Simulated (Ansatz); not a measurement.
# SiH2F2 + HBr: a complex and its separated parts, part 3 of 3

Ansatz 0.2.0, Gaussian basis. The steps go on from the part before.

## (16) B2PLYP/def2-TZVPP

The inputs:

parta/in.yaml

```yaml
crystal:
  periodic: [false, false, false]
  atoms:
    - {symbol: Si, position_ang: [-0.458659, 0.748648, 0.454104]}
    - {symbol: F, position_ang: [-0.890335, 0.067160, -0.910907]}
    - {symbol: F, position_ang: [-1.500513, 1.899335, 0.777353]}
    - {symbol: H, position_ang: [-0.530162, -0.262211, 1.525288]}
    - {symbol: H, position_ang: [0.871492, 1.358728, 0.272764]}
basis:
  gaussian: {orbitals: def2-TZVPP}
hamiltonian: {xc: {name: B2PLYP}}
```

partb/in.yaml

```yaml
crystal:
  periodic: [false, false, false]
  atoms:
    - {symbol: Br, position_ang: [1.808763, -2.064997, -0.645205]}
    - {symbol: H, position_ang: [0.699313, -1.746663, -1.473299]}
basis:
  gaussian: {orbitals: def2-TZVPP}
hamiltonian: {xc: {name: B2PLYP}}
```

One command serves all of them, each in its own folder.

Run with:

```console
ansatz run in.yaml --threads 4 --pin off --events-out ev --progress --plain --max-ram 9574MiB
```

Output in parta, shortened:

```text
Functional definition: B2PLYP
  name "B2PLYP"
  cite "Grimme, J. Chem. Phys. 124, 034108 (2006) doi:10.1063/1.2148954"
  cite "Becke, Phys. Rev. A 38, 3098 (1988) doi:10.1103/PhysRevA.38.3098"
  cite "Lee, Yang & Parr, Phys. Rev. B 37, 785 (1988) doi:10.1103/PhysRevB.37.785"
[...]
807 factors; integrals over basis functions are off by at most 6.4e-4 eV
[...]
mean field -13338.71261211 eV, -490.1886471909 hartree, gradient 7.4e-6 eV, S^2 0.000000; 0 other end points of the search recorded, 0 dependent functions left out
7 core orbitals not correlated: weight in the atoms' cores, before any rotation towards them, 1.000 or more for the frozen orbitals, at most 0.000 for the correlated occupied ones
reference -13338.71273298 eV, -490.1886516327 hartree; 10, 10 occupied and 115, 115 virtual orbitals, 807 factors
second order -20.07929911 eV of doubles, -0.00000000 eV of singles
Total energy: -13344.13414374 eV, -490.3878848034 hartree
```

Output in partb, shortened:

```text
Functional definition: B2PLYP
  name "B2PLYP"
  cite "Grimme, J. Chem. Phys. 124, 034108 (2006) doi:10.1063/1.2148954"
  cite "Becke, Phys. Rev. A 38, 3098 (1988) doi:10.1103/PhysRevA.38.3098"
  cite "Lee, Yang & Parr, Phys. Rev. B 37, 785 (1988) doi:10.1103/PhysRevB.37.785"
[...]
399 factors; integrals over basis functions are off by at most 1.5e-3 eV
[...]
mean field -70049.78223818 eV, -2574.2820158054 hartree, gradient 1.6e-6 eV, S^2 0.000000; 0 other end points of the search recorded, 0 dependent functions left out
9 core orbitals not correlated: weight in the atoms' cores, before any rotation towards them, 1.000 or more for the frozen orbitals, at most 0.000 for the correlated occupied ones
reference -70049.78233892 eV, -2574.2820195074 hartree; 9, 9 occupied and 44, 44 virtual orbitals, 399 factors
second order -9.24620067 eV of doubles, -0.00000000 eV of singles
Total energy: -70052.27881310 eV, -2574.3737632414 hartree
```

Wall times: 1.3 s (parta), 0.45 s (partb) on 4 threads of Arm Neoverse V1, shared host.

## (17) PBE-QIDH/def2-TZVPP

Each input of step 16 (parta, partb) changes in the same lines:

```diff
-hamiltonian: {xc: {name: B2PLYP}}
+hamiltonian: {xc: {name: PBE-QIDH}}
```

The same command starts each run, in its folder.

Run with:

```console
ansatz run in.yaml --threads 4 --pin off --events-out ev --progress --plain --max-ram 9574MiB
```

Log of parta, shortened:

```text
Functional definition: PBE-QIDH
  name "PBE-QIDH"
  cite "Brémond, Sancho-García, Pérez-Jiménez & Adamo, J. Chem. Phys. 141, 031101 (2014) doi:10.1063/1.4890314"
  cite "Perdew, Burke & Ernzerhof, Phys. Rev. Lett. 77, 3865 (1996) doi:10.1103/PhysRevLett.77.3865"
[...]
807 factors; integrals over basis functions are off by at most 6.4e-4 eV
[...]
mean field -13332.48844034 eV, -489.9599130973 hartree, gradient 1.7e-6 eV, S^2 0.000000; 0 other end points of the search recorded, 0 dependent functions left out
7 core orbitals not correlated: weight in the atoms' cores, before any rotation towards them, 1.000 or more for the frozen orbitals, at most 0.000 for the correlated occupied ones
reference -13332.48844929 eV, -489.9599134260 hartree; 10, 10 occupied and 115, 115 virtual orbitals, 807 factors
second order -18.79116308 eV of doubles, -0.00000000 eV of singles
Total energy: -13338.75217031 eV, -490.1901009280 hartree
```

Log of partb, shortened:

```text
Functional definition: PBE-QIDH
  name "PBE-QIDH"
  cite "Brémond, Sancho-García, Pérez-Jiménez & Adamo, J. Chem. Phys. 141, 031101 (2014) doi:10.1063/1.4890314"
  cite "Perdew, Burke & Ernzerhof, Phys. Rev. Lett. 77, 3865 (1996) doi:10.1103/PhysRevLett.77.3865"
[...]
399 factors; integrals over basis functions are off by at most 1.5e-3 eV
[...]
mean field -70043.31095665 eV, -2574.0442005955 hartree, gradient 9.2e-7 eV, S^2 0.000000; 0 other end points of the search recorded, 0 dependent functions left out
9 core orbitals not correlated: weight in the atoms' cores, before any rotation towards them, 1.000 or more for the frozen orbitals, at most 0.000 for the correlated occupied ones
reference -70043.31096377 eV, -2574.0442008571 hartree; 9, 9 occupied and 44, 44 virtual orbitals, 399 factors
second order -8.68132344 eV of doubles, -0.00000000 eV of singles
Total energy: -70046.20473825 eV, -2574.1505451078 hartree
```

They took 1.4 s (parta), 0.45 s (partb) on 4 threads of Arm Neoverse V1, shared host.

## (18) RPA on PBE/def2-TZVPP

Each input of step 17 (parta, partb) changes in the same lines:

```diff
-hamiltonian: {xc: {name: PBE-QIDH}}
+hamiltonian: {xc: pbe}
+correlation: {method: rpa}
```

The same command starts each run, in its folder.

Run with:

```console
ansatz run in.yaml --threads 4 --pin off --events-out ev --progress --plain --max-ram 9574MiB
```

parta printed, shortened:

```text
Functional definition: PBE
  name "PBE"
  cite "Perdew, Burke & Ernzerhof, Phys. Rev. Lett. 77, 3865 (1996) doi:10.1103/PhysRevLett.77.3865"
  parent pbe
[...]
807 factors; integrals over basis functions are off by at most 6.4e-4 eV
[...]
mean field -13340.67229831 eV, -490.2606643304 hartree, gradient 2.6e-6 eV, S^2 0.000000; 0 other end points of the search recorded, 0 dependent functions left out
7 core orbitals not correlated: weight in the atoms' cores, before any rotation towards them, 1.000 or more for the frozen orbitals, at most 0.000 for the correlated occupied ones
reference -13311.05123872 eV, -489.1721104685 hartree; 10, 10 occupied and 115, 115 virtual orbitals, 807 factors
Total energy: -13337.51026699 eV, -490.1444618228 hartree
```

Output in partb, shortened:

```text
Functional definition: PBE
  name "PBE"
  cite "Perdew, Burke & Ernzerhof, Phys. Rev. Lett. 77, 3865 (1996) doi:10.1103/PhysRevLett.77.3865"
  parent pbe
[...]
399 factors; integrals over basis functions are off by at most 1.5e-3 eV
[...]
mean field -70052.13667528 eV, -2574.3685397728 hartree, gradient 4.2e-6 eV, S^2 0.000000; 0 other end points of the search recorded, 0 dependent functions left out
9 core orbitals not correlated: weight in the atoms' cores, before any rotation towards them, 1.000 or more for the frozen orbitals, at most 0.000 for the correlated occupied ones
reference -70014.55938701 eV, -2572.9875998998 hartree; 9, 9 occupied and 44, 44 virtual orbitals, 399 factors
Total energy: -70026.49301322 eV, -2573.4261525741 hartree
```

Wall times: 1.2 s (parta), 0.35 s (partb) on 4 threads of Arm Neoverse V1, shared host.

## (19) CCSD(T)/def2-TZVPP

The same edit goes into each in.yaml of step 18 (parta, partb):

```diff
-hamiltonian: {xc: pbe}
-correlation: {method: rpa}
+correlation: {method: ccsd_t}
```

The same command starts each run, in its folder.

Run with:

```console
ansatz run in.yaml --threads 4 --pin off --events-out ev --progress --plain --max-ram 9574MiB
```

Output in parta, shortened:

```text
Functional definition: HF
  name "HF"
  cite "Fock, Z. Phys. 61, 126 (1930) doi:10.1007/BF01340294"
  parent pbe
[...]
807 factors; integrals over basis functions are off by at most 6.4e-4 eV
[...]
mean field -13312.20669637 eV, -489.2145727537 hartree, gradient 2.6e-6 eV, S^2 0.000000; 0 other end points of the search recorded, 0 dependent functions left out
7 core orbitals not correlated: weight in the atoms' cores, before any rotation towards them, 1.000 or more for the frozen orbitals, at most 0.000 for the correlated occupied ones
reference -13312.20669637 eV, -489.2145727537 hartree; 10, 10 occupied and 115, 115 virtual orbitals, 807 factors
second order -16.95117006 eV of doubles, -0.00000000 eV of singles
cycle   1  -16.91542421 eV  change    3.6e-2 eV  update   8.4e-2
[...]
cycle   9  -17.34137642 eV  change   -3.3e-6 eV  update   7.9e-6
perturbative correction -0.46441045 eV, -0.0170667693 hartree
Total energy: -13330.01248324 eV, -489.8689233520 hartree
```

Output in partb, shortened:

```text
Functional definition: HF
  name "HF"
  cite "Fock, Z. Phys. 61, 126 (1930) doi:10.1007/BF01340294"
  parent pbe
[...]
399 factors; integrals over basis functions are off by at most 1.5e-3 eV
[...]
mean field -70014.93831871 eV, -2573.0015253829 hartree, gradient 1.4e-6 eV, S^2 0.000000; 0 other end points of the search recorded, 0 dependent functions left out
9 core orbitals not correlated: weight in the atoms' cores, before any rotation towards them, 1.000 or more for the frozen orbitals, at most 0.000 for the correlated occupied ones
reference -70014.93831871 eV, -2573.0015253829 hartree; 9, 9 occupied and 44, 44 virtual orbitals, 399 factors
second order -7.83906952 eV of doubles, -0.00000000 eV of singles
cycle   1  -7.92765236 eV  change   -8.9e-2 eV  update   4.5e-2
[...]
cycle   7  -8.11359870 eV  change   -4.7e-6 eV  update   1.2e-5
perturbative correction -0.24160220 eV, -0.0088787172 hartree
Total energy: -70023.29351961 eV, -2573.3085733528 hartree
```

They took 2.3 s (parta), 0.4 s (partb) on 4 threads of Arm Neoverse V1, shared host.

## (20) Vibrations of SiH2F2

Contents of vib-parta/in.yaml:

```yaml
crystal:
  periodic: [false, false, false]
  atoms:
    - {symbol: Si, position_ang: [-0.458659, 0.748648, 0.454104]}
    - {symbol: F, position_ang: [-0.890335, 0.067160, -0.910907]}
    - {symbol: F, position_ang: [-1.500513, 1.899335, 0.777353]}
    - {symbol: H, position_ang: [-0.530162, -0.262211, 1.525288]}
    - {symbol: H, position_ang: [0.871492, 1.358728, 0.272764]}
basis:
  gaussian: {orbitals: def2-TZVP}
hamiltonian: {xc: pbe0, dispersion: d4}
phonons: {temperatures: {t_min: 298.15, t_max: 900, t_step: 200}}
```

Run with:

```console
ansatz run in.yaml --threads 4 --pin off --events-out ev --progress --plain --max-ram 9574MiB
```

The program printed, shortened:

```text
Functional definition: PBE0
  name "PBE0"
  cite "Adamo & Barone, J. Chem. Phys. 110, 6158 (1999) doi:10.1063/1.478522"
  cite "Perdew, Burke & Ernzerhof, Phys. Rev. Lett. 77, 3865 (1996) doi:10.1103/PhysRevLett.77.3865"
  parent pbe
[...]
668 factors; their error is unknown
[...]
mean field -13341.49938775 eV, -490.2910593066 hartree, gradient 7.0e-5 eV, S^2 0.000000; 0 other end points of the search recorded, 0 dependent functions left out
[...]
Atom 2 at    -1.500513     1.899335     0.777353 Å, force     0.000117    -0.000180    -0.000102 eV/Å
Atom 3 at    -0.530162    -0.262211     1.525288 Å, force     0.000022     0.000039    -0.000035 eV/Å
Atom 4 at     0.871492     1.358728     0.272764 Å, force    -0.000041    -0.000034     0.000022 eV/Å
Dipole moment:     0.241593    -0.076928     0.170803 e Å
Vibrations: 316.55 709.41 729.52 871.69 900.68 981.11 984.25 2285.39 2296.08 cm⁻¹, zero-point energy 0.624550 eV
```

Wall time 5.5 s (4 threads of Arm Neoverse V1, shared host).

Wavenumbers and character of the modes:

```csv
mode,wavenumber (cm⁻¹),character
1,317,bend
2,709,bend
3,730,bend
4,872,Si–F stretch
5,901,bend with Si–F stretch
6,981,bend
7,984,Si–F stretch with bend
8,2285,Si–H stretch
9,2296,Si–H stretch
```

Vibrational sums (real modes only):

```csv
T (K),entropy (J/mol/K),heat capacity (J/mol/K)
298,10.0,21.2
498,25.5,39.2
698,40.6,49.9
898,54.1,56.7
```

## (21) Vibrations of HBr

Contents of vib-partb/in.yaml:

```yaml
crystal:
  periodic: [false, false, false]
  atoms:
    - {symbol: Br, position_ang: [1.808763, -2.064997, -0.645205]}
    - {symbol: H, position_ang: [0.699313, -1.746663, -1.473299]}
basis:
  gaussian: {orbitals: def2-TZVP}
hamiltonian: {xc: pbe0, dispersion: d4}
phonons: {temperatures: {t_min: 298.15, t_max: 900, t_step: 200}}
```

Run with:

```console
ansatz run in.yaml --threads 4 --pin off --events-out ev --progress --plain --max-ram 9574MiB
```

The program printed, shortened:

```text
Functional definition: PBE0
  name "PBE0"
  cite "Adamo & Barone, J. Chem. Phys. 110, 6158 (1999) doi:10.1063/1.478522"
  cite "Perdew, Burke & Ernzerhof, Phys. Rev. Lett. 77, 3865 (1996) doi:10.1103/PhysRevLett.77.3865"
  parent pbe
[...]
457 factors; their error is unknown
[...]
mean field -70054.57278216 eV, -2574.4580650494 hartree, gradient 2.1e-5 eV, S^2 0.000000; 0 other end points of the search recorded, 0 dependent functions left out
[...]
reference -70054.57271758 eV, -2574.4580626763 hartree; 18, 18 occupied and 36, 36 virtual orbitals, 457 factors
Total energy: -70054.57831875 eV, -2574.4582685156 hartree
Atom 0 at     1.808763    -2.064997    -0.645205 Å, force     0.000010    -0.000003     0.000007 eV/Å
Atom 1 at     0.699313    -1.746663    -1.473299 Å, force    -0.000010     0.000003    -0.000007 eV/Å
Dipole moment:    -0.154904     0.044446    -0.115620 e Å
Vibrations: 2667.47 cm⁻¹, zero-point energy 0.165362 eV
```

It took 2.6 s on 4 threads of Arm Neoverse V1, shared host.

The modes, with what each moves most:

```csv
mode,wavenumber (cm⁻¹),character
1,2667,Br–H stretch
```

Vibrational sums (real modes only):

```csv
T (K),entropy (J/mol/K),heat capacity (J/mol/K)
298,0.0,0.0
498,0.0,0.2
698,0.2,1.0
898,0.6,2.2
```

## (22) Complex less separated parts

The complex's own energies come from single points at the same levels.

Rows are in def2-TZVPP; times add the 3 runs of a level on a shared host, so small differences are noise.

```csv
method,rung,complex less parts (eV),from CCSD(T) (eV),time
SPW92,LDA,-0.170,-0.079,1.4 s
PBE-D4,GGA,-0.122,-0.031,2.4 s
BLYP-D4,GGA,-0.114,-0.023,2.4 s
r2SCAN-D4,meta-GGA,-0.108,-0.017,5.2 s
B97M-V,meta-GGA,-0.104,-0.013,9.8 s
PBE0-D4,hybrid,-0.114,-0.023,5 s
B3LYP-D4,hybrid,-0.116,-0.025,3.2 s
r2SCAN0-D4,hybrid,-0.107,-0.016,6.3 s
BHLYP-D4,hybrid,-0.125,-0.034,3.3 s
CAM-B3LYP-D4,range-separated hybrid,-0.115,-0.024,4 s
wB97X-V,range-separated hybrid,-0.109,-0.018,8.5 s
wB97M-V,range-separated hybrid,-0.111,-0.020,11 s
B2PLYP,double hybrid,-0.061,+0.030,5.9 s
PBE-QIDH,double hybrid,-0.080,+0.011,6.3 s
RPA on PBE,RPA,-0.074,+0.017,5.3 s
Hartree-Fock,wavefunction,-0.008,+0.083,
MP2,wavefunction,-0.097,-0.006,
CCSD,wavefunction,-0.080,+0.011,
CCSD(T),wavefunction,-0.091,0,95 s
```

Among the levels timed on like hardware and quicker than the yardstick, those that no quicker one beats, quickest first: SPW92 (1.4 s, -0.079 eV); PBE-D4 (2.4 s, -0.031 eV); BLYP-D4 (2.4 s, -0.023 eV); PBE0-D4 (5 s, -0.023 eV); r2SCAN-D4 (5.2 s, -0.017 eV); RPA on PBE (5.3 s, +0.017 eV); PBE-QIDH (6.3 s, +0.011 eV).

PBE-QIDH reaches 0.011 eV from the reference in 6.3 s, where CCSD(T) took 95 s; the quickest level in the cost chart, SPW92, takes 1.4 s and misses by 0.079 eV.

The complex's zero-point energy, from a separate PBE0-D4 run, is 0.818 eV.

## (23) What came out

What follows sums up all 3 parts.

| quantity | value |
| --- | --- |
| complex less parts, CCSD(T)/def2-TZVPP | -0.091 eV |
| with zero-point energy | -0.063 eV |
| largest T1 diagnostic | 0.012 |

At CCSD(T) the complex lies 0.091 eV below its parts. The functionals run from PBE-QIDH, off by +0.011 eV, to SPW92, off by -0.079 eV, against CCSD(T). Mean unsigned error by rung: LDA 0.079, GGA 0.027, meta-GGA 0.015, hybrid 0.024, range-separated hybrid 0.021, double hybrid 0.020 eV. The double hybrids carry no dispersion term here, unlike the levels marked D4 or V. PBE-D4 gives a relative energy 0.031 eV too low, an error of 34 % of the reference. No counterpoise was applied, and triple zeta lacks some correlation, so the CCSD(T) reference has a basis error of its own, and close matches with it are partly luck.
